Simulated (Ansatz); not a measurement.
Runs of Ansatz 0.2.0 on GaF. Symmetry: Pm-3m, No. 221, cubic system. Conventional cell: a = 3.166 Å, b = 3.166 Å, c = 3.166 Å, α = 90.00°, β = 90.00°, γ = 90.00°. Around Ga (site symmetry m-3m) lie 8 F at 2.74 Å. F (site symmetry m-3m) has 8 Ga at 2.74 Å as nearest neighbours. The cell was built by a generator and needn't be a form met in nature.

```csv
level,share of exact exchange,gap on the mesh (eV),pressure (GPa)
r2SCAN0,0.25,3.72,-1.7
r2SCAN0 form with a typed share of exact exchange,0,2.53,-2.1
r2SCAN0 form with a typed share of exact exchange,0.35,(b),-1.5
r2SCAN0 form with a typed share of exact exchange,0.15,(c),-1.9
r2SCAN0 form with a typed share of exact exchange,0.1,3.00,(a)
r2SCAN0 form with a typed share of exact exchange,0.5,4.96,-1.1
```

Alike in all rows: task single point; potentials or basis Ansatz PAW; no spin polarisation; cell as given; k mesh 5 × 5 × 5; cutoff (eV) 500; smearing fermi-dirac 0.05 eV.

Q: Estimate the missing entries.

A: (a) -2.0; (b) 4.21; (c) 3.24.

Caveats: odd divisions of the mesh miss points on the zone boundary, where band edges often lie, so the gap on the mesh can be too wide; the PAW data sets come from PBE, with cores solved anew for the run's functional, which leaves a small shift of forces and pressure; the thresholds are loose for stress (some runs).

A k mesh can miss the band edges, and the runs leave out spin-orbit coupling on Ga.

Runs at the PBE level aren't shown here.
